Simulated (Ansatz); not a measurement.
# Sr2CuSO2 (P4/mmm) in Ansatz: equation of state

Aim: energy against volume of Sr2CuSO2 in PBE, for its equilibrium volume and stiffness.

Everything below comes from runs of Ansatz 0.2.0. Logs are shortened: lines on timing, memory, paths and dates and some standing lists are left out, and cuts for length are marked.

### 1 Starting point

Symmetry: P4/mmm, No. 123, tetragonal system. The conventional cell has a = 3.902 Å, b = 3.902 Å, c = 6.881 Å, α = 90.00°, β = 90.00°, γ = 90.00°. Around Sr (site symmetry 4mm) lie 4 O at 2.60 Å. Cu (site symmetry 4/mmm) has 4 O at 1.95 Å as nearest neighbours. Around S (site symmetry 4/mmm) lie 8 Sr at 3.25 Å and 2 Cu at 3.44 Å. O (site symmetry mmm) has 2 Cu at 1.95 Å as nearest neighbours.

The cell comes from a database or a generator and needn't be the stable form of this composition.

### 2 Single point, PBE, 16.42 Å³/atom (volume scaled by 0.94)

Input file input.yaml:

```yaml
crystal:
  lattice:
    - [3.8226809942, 0.0, 0.0]
    - [0.0, 3.8226809942, 0.0]
    - [0.0, 0.0, 6.7408062982]
  atoms:
    - { symbol: Sr, position: [0.0, 0.0, 0.750843] }
    - { symbol: Sr, position: [0.0, 0.0, 0.249157] }
    - { symbol: Cu, position: [0.5, 0.5, 0.0] }
    - { symbol: S, position: [0.5, 0.5, 0.5] }
    - { symbol: O, position: [0.5, 0.0, 0.0] }
    - { symbol: O, position: [0.0, 0.5, 0.0] }
hamiltonian:
  xc: pbe
  pseudopotentials: { kind: paw }
kpoints:
  mp_grid: { grid: [7, 7, 4] }
scf:
  occupations: { method: fermi_dirac, width: 0.05 }
output:
  forces: true
  stress: true
  eigenvalues: true
```

Potentials or basis: Ansatz PAW.

Launch:

```
$ ansatz run input.yaml --threads 2 --pin off --max-ram 5120MiB --backend cpu --events-out ev --progress --plain --runs-dir out
```

Log:

```text
Warning: RAYON_NUM_THREADS=2 ignored (pool sized by the plan → 2); use --threads N
Engine: ansatz 0.2.0, aarch64-unknown-linux-gnu
Pseudopotentials: kind: paw
Pseudopotential: Sr, paw, valence charge 10, recommended cutoff 420 eV (normal), Sr.paw.azcp
Pseudopotential: Cu, paw, valence charge 19, recommended cutoff 420 eV (normal), Cu.paw.azcp
Pseudopotential: S, paw, valence charge 6, recommended cutoff 420 eV (normal), S.paw.azcp
Pseudopotential: O, paw, valence charge 6, recommended cutoff 420 eV (normal), O.paw.azcp
Functional definition: PBE
  parameter kappa = 0.804
  parameter beta = 0.06672455060314922
  exchange = pbe_x(kappa = kappa, mu = beta*pi^2/3)
  correlation = pbe_c(beta = beta)
Crystal: 6 atoms, lattice volume = 98.503 Å³
Basis set: ecut = 420 eV, 1935 PW (Γ), exchange–correlation on 54×54×96 points (8 copies of the dense FFT grid, shifted against one another)
Bands: 35, of which v1, the nominal top of the filled ones, is band 29 counted from 1 (28 counted from 0)
Symmetry: 16 space group operations
Space group: P4/mmm (ITA 123), of the structure as read, at distance tolerance 4.6e-5 Å
k-points: 30 of 196
Non-local potential: Sr, projectors of the file, l = 0: 3, l = 1: 2, l = 2: 2
Non-local potential: Cu, projectors of the file, l = 0: 3, l = 1: 2, l = 2: 3, l = 3: 1
Non-local potential: S, projectors of the file, l = 0: 2, l = 1: 2, l = 2: 2
Non-local potential: O, projectors of the file, l = 0: 2, l = 1: 2, l = 2: 1
PAW form: soft (Blöchl's): semilocal exchange-correlation on the pseudo side does not see the compensation charge
PAW one-centre angular grid: Sr, 110 points (default); XC on 64 Gauss nodes
PAW one-centre angular grid: Cu, 590 points (default); XC on 64 Gauss nodes
PAW one-centre angular grid: S, 110 points (default); XC on 64 Gauss nodes
PAW one-centre angular grid: O, 110 points (default); XC on 64 Gauss nodes
Initial density: superposition of atomic densities (neutral atoms: chi_scale 0, normalization atom), corrected by the library's trained network
Initial wavefunctions: pseudopotential atomic-orbital guess
Functional: x = pbe(κ = 0.804, μ = 0.2195149727645171), c = pbe(β = 0.06672455060314922)
SCF iter   1: F=—  HF=-15756.422380 eV  |F-HF|=—  |Δ(HF+E_count)|=         —  Δρ=3.59e-3  dr2=1.19e-2  ethr=1.77e-3  ⟨swp⟩=9.3  Hψ=5578  notcnv=0
preconditioner: auto → Resta (q_TF=auto, 2.491 Å⁻¹)  ε∞=4.9  [insulator: Δε(μ)=0.148 eV  Ē_g=12.723 eV  σ=0.050 eV  W_gap=0.63  n_scr=28 (ndim 8)  ℏωp=25.1 eV  f_vac=0.000  D(μ)=1.23/eV (n_scr^D=2)  ε∞_Penn≈4.9]
SCF iter   2: F=—  HF=-15756.424843 eV  |F-HF|=—  |Δ(HF+E_count)|=   2.46e-3  Δρ=1.15e-3  dr2=3.73e-3  ethr=2.09e-5  ⟨swp⟩=2.1  Hψ=1985  notcnv=0  defer=4
SCF iter   3: F=—  HF=-15756.424226 eV  |F-HF|=—  |Δ(HF+E_count)|=   6.16e-4  Δρ=6.14e-4  dr2=1.16e-3  ethr=6.54e-6  ⟨swp⟩=2.2  Hψ=1764  notcnv=0  defer=1
automatic band count: iteration 3 solves 34 bands in place of 35: the levels show a gap, and the empty bands left out lie too high to hold charge; the band table lists the bands solved (type scf.n_extra_bands for more)
SCF iter   4: F=—  HF=-15756.423949 eV  |F-HF|=—  |Δ(HF+E_count)|=   2.78e-4  Δρ=3.00e-4  dr2=7.39e-5  ethr=2.04e-6  ⟨swp⟩=2.0  Hψ=1459  notcnv=0  defer=1
SCF iter   5: F=—  HF=-15756.423696 eV  |F-HF|=—  |Δ(HF+E_count)|=   2.53e-4  Δρ=2.59e-4  dr2=5.20e-5  ethr=1.30e-7  ⟨swp⟩=2.3  Hψ=1828  notcnv=0  defer=2
SCF iter   6: F=—  HF=-15756.423681 eV  |F-HF|=—  |Δ(HF+E_count)|=   1.49e-5  Δρ=3.91e-5  dr2=1.93e-6  ethr=9.13e-8  ⟨swp⟩=2.0  Hψ=1468  notcnv=0  defer=2
SCF iter   7: F=-15756.423681 eV  HF=-15756.423681 eV  |F-HF|=1.05e-8  |Δ(HF+E_count)|=   1.64e-7  Δρ=8.46e-6  dr2=6.57e-8  ethr=1.75e-10  ⟨swp⟩=7.6  Hψ=5731  notcnv=0
SCF 1 converged in 7 iterations: F = -15756.423681 eV  dr2 = 6.57e-8
SCF converged after 7 iterations
Free energy (F): -15756.423681 eV
Harris-Foulkes:  -15756.423681 eV  (|F-HF|=1.05e-8)
Internal energy: -15756.412749 eV  (E = F + TS)
E sigma→0 (E₀):  -15756.418215 eV
Entropy (-TS):   -0.010933 eV (-1.822 meV/atom)
Fermi energy:    9.675045 eV
--- Per-component energies (eV) ---
  E_band       = -589.443268
  E_kinetic    = 1253.118377
  E_local      = -9186.603570  (includes V_loc(G=0)·N_el)
  E_nonlocal   = 918.502143
  E_hartree    = 3875.722067
  E_xc         = -685.148065
  E_vxc        = -721.196677  (∫ρ·V_xc dr)
  E_paw        = -7966.310285  (= ΣΔE_a)
  E_vpaw       = -604.702140  (= ΣTr[D̂ρ^β])
  E_aug_tail   = 0.005168  (compensation charges beyond the density's cutoff)
  E_ewald      = -3965.698585
  E_smearing   = -0.010933  (= −TS)
  E_closure    = -0.000000  (closes the sum)
  Σ components = -15756.423681   (vs F -15756.423681, Δ=0.00e0)
--- Forces (eV/Å), atoms counted from 1 ---
  atom   1  Sr     0.00000000     0.00000000    -0.25780849
  atom   2  Sr     0.00000000     0.00000000     0.25780849
  atom   3  Cu     0.00000000    -0.00000000     0.00000000
  atom   4  S      0.00000000     0.00000000     0.00000000
  atom   5  O      0.00000000     0.00000000     0.00000000
  atom   6  O      0.00000000    -0.00000000     0.00000000
  max |Σ_I F_I| component: 5.55e-17 eV/Å
--- Stress (GPa, compression-positive) ---
        6.585811       0.000000       0.000000
        0.000000       6.585811       0.000000
        0.000000       0.000000       4.236929
  P = ⅓ Tr σ = 5.8029 GPa (58.029 kbar)
--- Band table (eV; the first three rows and the last of 30) ---
  k-point 0: bands = ["-102.9308", "-60.4502", "-60.4502", "-60.0216", "-24.2435", "-24.1397", "-9.4804", "-7.6627", "-6.2247", "-6.2247", "-6.0568", "-6.0568", "-6.0149", "-5.9474", "-1.4542", "4.8628", "4.8628", "5.1829", "6.7362", "6.8053", "7.0843", "7.0843", "7.1802", "7.6695", "7.6695", "7.7159", "8.3374", "9.0764", "9.0764", "11.6555", "12.8198", "13.1237", "15.6375", "16.2987"]
  k-point 1: bands = ["-102.9308", "-60.4502", "-60.4502", "-60.0216", "-24.2288", "-24.1549", "-9.4501", "-7.6626", "-6.3273", "-6.2035", "-6.2035", "-6.0792", "-6.0792", "-5.6623", "-1.4792", "4.8719", "4.8719", "5.4040", "6.7238", "6.8054", "6.8754", "7.0833", "7.0833", "7.7093", "7.7093", "7.7160", "8.2508", "9.0175", "9.0175", "12.2304", "13.1142", "13.5534", "15.0705", "15.4448"]
  k-point 2: bands = ["-102.9308", "-60.4502", "-60.4502", "-60.0216", "-24.1985", "-24.1856", "-9.4185", "-7.6626", "-6.4811", "-6.1680", "-6.1680", "-6.1159", "-6.1159", "-5.5368", "-1.5042", "4.8809", "4.8809", "5.7932", "6.3927", "6.7111", "6.8055", "7.0822", "7.0822", "7.7162", "7.7528", "7.7528", "8.2007", "8.9544", "8.9544", "13.3360", "13.7010", "13.8373", "14.2609", "14.4516"]
  k-point 29: bands = ["-102.9308", "-60.4503", "-60.4503", "-60.0215", "-24.1466", "-24.1405", "-8.6549", "-8.5722", "-6.4679", "-6.4598", "-6.4479", "-6.2984", "-5.6553", "-5.6218", "-1.1125", "2.5535", "3.9539", "4.5090", "5.5894", "5.6080", "6.6900", "7.2626", "7.2823", "8.3542", "8.5240", "8.6436", "8.7051", "8.9010", "11.6818", "12.2559", "13.8523", "15.3205", "15.5501", "16.7900"]
```

Run time: 4.1 s. Hardware: 2 threads of Arm Neoverse V1, shared host; peak memory 0.41 GiB.

Results:

```
Free energy            : -15756.4237 eV
Pressure               : 5.8 GPa
Largest force          : 0.258 eV/Å
Band gap on the k mesh : none (metal or under the smearing width)
```

Caveat: an odd number of electrons without spin polarisation forces a metal; a magnetic or distorted state may lie lower; the run has no spin polarisation, though such a crystal can be magnetic; semilocal functionals often make such compounds metallic where correlation or magnetic order opens a gap, which also shifts bond lengths.

### 3 Single point, PBE, 16.77 Å³/atom (volume scaled by 0.96)

input.yaml: that of step 2 with these lines changed.

```diff
@@ -2,5 +2,5 @@
   lattice:
-    - [3.8226809942, 0.0, 0.0]
-    - [0.0, 3.8226809942, 0.0]
-    - [0.0, 0.0, 6.7408062982]
+    - [3.8496021699, 0.0, 0.0]
+    - [0.0, 3.8496021699, 0.0]
+    - [0.0, 0.0, 6.7882783291]
   atoms:
```

Potentials or basis: Ansatz PAW.

Launch:

```
$ ansatz run input.yaml --threads 2 --pin off --max-ram 5120MiB --backend cpu --events-out ev --progress --plain --runs-dir out
```

It took 4.2 s on 2 threads of Arm Neoverse V1, shared host; peak memory 0.42 GiB.

The run converged. Its results:

- Free energy: -15756.4849 eV
- Pressure: 3.6 GPa
- Largest force: 0.125 eV/Å
- Band gap on the k mesh: none (metal or under the smearing width)

Caveat: an odd number of electrons without spin polarisation forces a metal; a magnetic or distorted state may lie lower; the run has no spin polarisation, though such a crystal can be magnetic; semilocal functionals often make such compounds metallic where correlation or magnetic order opens a gap, which also shifts bond lengths.

### 4 Single point, PBE, 17.12 Å³/atom (volume scaled by 0.98)

input.yaml: that of step 3 with these lines changed.

```diff
@@ -2,5 +2,5 @@
   lattice:
-    - [3.8496021699, 0.0, 0.0]
-    - [0.0, 3.8496021699, 0.0]
-    - [0.0, 0.0, 6.7882783291]
+    - [3.8761519894, 0.0, 0.0]
+    - [0.0, 3.8761519894, 0.0]
+    - [0.0, 0.0, 6.8350955212]
   atoms:
```

Launch:

```
$ ansatz run input.yaml --threads 2 --pin off --max-ram 5120MiB --backend cpu --events-out ev --progress --plain --runs-dir out
```

Run time: 4.2 s. Hardware: 2 threads of Arm Neoverse V1, shared host; peak memory 0.42 GiB.

It converged, with:

| Property | Result |
| --- | --- |
| Free energy | -15756.5190 eV |
| Pressure | 1.6 GPa |
| Band gap on the k mesh | none (metal or under the smearing width) |

Caveat: an odd number of electrons without spin polarisation forces a metal; a magnetic or distorted state may lie lower; the run has no spin polarisation, though such a crystal can be magnetic; semilocal functionals often make such compounds metallic where correlation or magnetic order opens a gap, which also shifts bond lengths.

### 5 Single point, PBE, 17.47 Å³/atom

input.yaml: that of step 4 with these lines changed.

```diff
@@ -2,5 +2,5 @@
   lattice:
-    - [3.8761519894, 0.0, 0.0]
-    - [0.0, 3.8761519894, 0.0]
-    - [0.0, 0.0, 6.8350955212]
+    - [3.902343, 0.0, 0.0]
+    - [0.0, 3.902343, 0.0]
+    - [0.0, 0.0, 6.88128]
   atoms:
@@ -23 +23,5 @@
   eigenvalues: true
+  write_density: true
+  write_potential: true
+  elf: true
+  volumetric_format: npy
```

Launch:

```
$ ansatz run input.yaml --threads 2 --pin off --max-ram 5120MiB --backend cpu --events-out ev --progress --plain --runs-dir out
```

Run time: 5.6 s. Hardware: 2 threads of Arm Neoverse V1, shared host; peak memory 0.42 GiB.

Results (log left out):

```yaml
Free_energy: -15756.5285 eV
Pressure: -0.1 GPa
Largest_force: 0.111 eV/Å
Band_gap_on_the_k_mesh: none (metal or under the smearing width)
```

Caveat: an odd number of electrons without spin polarisation forces a metal; a magnetic or distorted state may lie lower; the run has no spin polarisation, though such a crystal can be magnetic; semilocal functionals often make such compounds metallic where correlation or magnetic order opens a gap, which also shifts bond lengths.

### 6 Single point, PBE, 17.81 Å³/atom (volume scaled by 1.02)

input.yaml: that of step 5 with these lines changed.

```diff
@@ -2,5 +2,5 @@
   lattice:
-    - [3.902343, 0.0, 0.0]
-    - [0.0, 3.902343, 0.0]
-    - [0.0, 0.0, 6.88128]
+    - [3.9281870843, 0.0, 0.0]
+    - [0.0, 3.9281870843, 0.0]
+    - [0.0, 0.0, 6.9268527188]
   atoms:
```

Potentials or basis: Ansatz PAW.

Launch:

```
$ ansatz run input.yaml --threads 2 --pin off --max-ram 5120MiB --backend cpu --events-out ev --progress --plain --runs-dir out
```

It took 5.9 s on 2 threads of Arm Neoverse V1, shared host; peak memory 0.43 GiB.

The run converged. Its results:

| Item | Value |
| --- | --- |
| Free energy | -15756.5162 eV |
| Pressure | -1.7 GPa |
| Largest force | 0.215 eV/Å |
| Band gap on the k mesh | none (metal or under the smearing width) |

Caveat: an odd number of electrons without spin polarisation forces a metal; a magnetic or distorted state may lie lower; the run has no spin polarisation, though such a crystal can be magnetic; semilocal functionals often make such compounds metallic where correlation or magnetic order opens a gap, which also shifts bond lengths.

### 7 Single point, PBE, 18.16 Å³/atom (volume scaled by 1.04)

input.yaml: that of step 6 with these lines changed.

```diff
@@ -2,5 +2,5 @@
   lattice:
-    - [3.9281870843, 0.0, 0.0]
-    - [0.0, 3.9281870843, 0.0]
-    - [0.0, 0.0, 6.9268527188]
+    - [3.9536955074, 0.0, 0.0]
+    - [0.0, 3.9536955074, 0.0]
+    - [0.0, 0.0, 6.9718335423]
   atoms:
@@ -23,5 +23 @@
   eigenvalues: true
-  write_density: true
-  write_potential: true
-  elf: true
-  volumetric_format: npy
```

Launch:

```
$ ansatz run input.yaml --threads 2 --pin off --max-ram 5120MiB --backend cpu --events-out ev --progress --plain --runs-dir out
```

Wall time 4.9 s (2 threads of Arm Neoverse V1, shared host); peak memory 0.42 GiB.

Results (log left out):

| Item | Value |
| --- | --- |
| Free energy | -15756.4844 eV |
| Pressure | -3.1 GPa |
| Largest force | 0.312 eV/Å |
| Band gap on the k mesh | none (metal or under the smearing width) |

Caveat: an odd number of electrons without spin polarisation forces a metal; a magnetic or distorted state may lie lower; the run has no spin polarisation, though such a crystal can be magnetic; semilocal functionals often make such compounds metallic where correlation or magnetic order opens a gap, which also shifts bond lengths.

### 8 Single point, PBE, 18.51 Å³/atom (volume scaled by 1.06)

input.yaml: that of step 7 with these lines changed.

```diff
@@ -2,5 +2,5 @@
   lattice:
-    - [3.9536955074, 0.0, 0.0]
-    - [0.0, 3.9536955074, 0.0]
-    - [0.0, 0.0, 6.9718335423]
+    - [3.9788789603, 0.0, 0.0]
+    - [0.0, 3.9788789603, 0.0]
+    - [0.0, 0.0, 7.0162413227]
   atoms:
```

Launch:

```
$ ansatz run input.yaml --threads 2 --pin off --max-ram 5120MiB --backend cpu --events-out ev --progress --plain --runs-dir out
```

Wall time 5 s (2 threads of Arm Neoverse V1, shared host); peak memory 0.43 GiB.

Results (log left out):

```
Free energy            : -15756.4349 eV
Pressure               : -4.4 GPa
Largest force          : 0.401 eV/Å
Band gap on the k mesh : none (metal or under the smearing width)
```

Caveat: an odd number of electrons without spin polarisation forces a metal; a magnetic or distorted state may lie lower; the run has no spin polarisation, though such a crystal can be magnetic; semilocal functionals often make such compounds metallic where correlation or magnetic order opens a gap, which also shifts bond lengths.

### 9 Equation of state, PBE

Potentials or basis: Ansatz PAW.

No new run: the results of the series are fitted here.

Results:

| Item | Value |
| --- | --- |
| Equilibrium volume | 17.44 Å³/atom |
| Bulk modulus at fixed shape and positions | 84 GPa |
| Pressure derivative of the bulk modulus | 4.5 |

Energy against volume, from the lowest point:
```tsv
volume (Å³/atom)	energy (meV/atom)
16.417	17.47
16.766	7.27
17.116	1.58
17.465	0.00
17.814	2.06
18.164	7.35
18.513	15.61
```

Caveat: the cell was scaled at fixed shape and fractional positions, which overstates the stiffness of a crystal with free parameters, most of all of layers and chains; the run has no spin polarisation, though such a crystal can be magnetic.
